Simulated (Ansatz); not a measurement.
**TeAs2: how settings move the results**

The task here is to estimate one member of a computed series from the others.

Computed with Ansatz 0.2.0 (DFT PBEsol, scalar-relativistic, plane waves, PAW for the base; runs at other levels say so in their headings and inputs, unless a step's input says otherwise).

1 further run of the same task is left out (set aside as unsound or not needed). Runs told in other sessions of the task aren't counted.

## The starting structure

It takes space group I4_1/amd (No. 141, tetragonal). Conventional cell: a = 7.113 Å, b = 7.113 Å, c = 5.881 Å, α = 90.00°, β = 90.00°, γ = 90.00°. Te (site symmetry -4m2) is surrounded by 4 As at 2.83 Å. As (site symmetry 2/m) is surrounded by 2 Te at 2.83 Å and 4 As at 2.91 Å.

As a file:

```
Te As
1.0
    -3.55645    3.55645    2.94052
     3.55645   -3.55645    2.94052
     3.55645    3.55645   -2.94052
Te As
2 4
Direct
  0.75000 0.25000 0.50000
  0.00000 0.00000 0.00000
  0.37500 0.62500 0.25000
  0.37500 0.12500 0.75000
  0.37500 0.62500 0.75000
  0.87500 0.62500 0.25000
```

The structure comes from the Materials Project (structure only); it is used as listed.

## The base input

input.yaml reads:

```yaml
crystal:
  lattice:
    - [-3.556454, 3.556454, 2.940516]
    - [3.556454, -3.556454, 2.940516]
    - [3.556454, 3.556454, -2.940516]
  atoms:
    - { symbol: Te, position: [0.75, 0.25, 0.5] }
    - { symbol: Te, position: [0.0, 0.0, 0.0] }
    - { symbol: As, position: [0.375, 0.625, 0.25] }
    - { symbol: As, position: [0.375, 0.125, 0.75] }
    - { symbol: As, position: [0.375, 0.625, 0.75] }
    - { symbol: As, position: [0.875, 0.625, 0.25] }
basis:
  ecutwfc: 420
kpoints:
  mp_grid: { grid: [8, 8, 8] }
hamiltonian:
  xc: pbesol
scf:
  occupations: { method: gaussian, width: 0.1 }
output:
  forces: true
  stress: true
  eigenvalues: true
  populations: true
```

Its results, from an earlier run: -5508.9901 eV/atom at zero smearing, pressure -3.78 GPa, largest force 0.000 eV/Å, no gap on the mesh, in 7 SCF cycles and 36 s.

Set-up of the first run:

input.yaml reads:

```yaml
crystal:
  lattice:
    - [-3.556454, 3.556454, 2.940516]
    - [3.556454, -3.556454, 2.940516]
    - [3.556454, 3.556454, -2.940516]
  atoms:
    - { symbol: Te, position: [0.75, 0.25, 0.5] }
    - { symbol: Te, position: [0.0, 0.0, 0.0] }
    - { symbol: As, position: [0.375, 0.625, 0.25] }
    - { symbol: As, position: [0.375, 0.125, 0.75] }
    - { symbol: As, position: [0.375, 0.625, 0.75] }
    - { symbol: As, position: [0.875, 0.625, 0.25] }
basis:
  ecutwfc: 420
kpoints:
  mp_grid: { grid: [8, 8, 8] }
hamiltonian:
  xc: lda
scf:
  occupations: { method: gaussian, width: 0.1 }
output:
  forces: true
  stress: true
  eigenvalues: true
relax:
  adjacent_minimum: "off"
  f_tol: 0.01
  max_steps: 60
  cell: { stress_tol: 0.05 }
```

Command:

```sh
$ ansatz run input.yaml --threads 1 --pin off --max-ram 2560MiB --backend cpu --events-out ev --progress --plain --runs-dir out
```

Steps of the session up to this table: Relaxation, functional: LDA; Relaxing with functional PBEsol; Relaxing with functional PBE; Relaxation, functional: r2SCAN.

One table of the session follows, with a row left open; its other results are not shown here.

It belongs to the step «What the functional of a full relaxation changes». 

| functional | a (Å) | c (Å) | volume (Å³/atom) |
| --- | --- | --- | --- |
| LDA | 6.897 | 5.764 | 22.85 |
| PBEsol | 6.941 | 5.798 | 23.28 |
| PBE | 7.124 | 5.821 | 24.62 |
| r2SCAN | ? | ? | ? |

**Question.** Estimate the row for r2SCAN.

The run gave: a (Å): 7.132; c (Å): 5.740; volume (Å³/atom): 24.33. In the column «a (Å)» it is the highest.
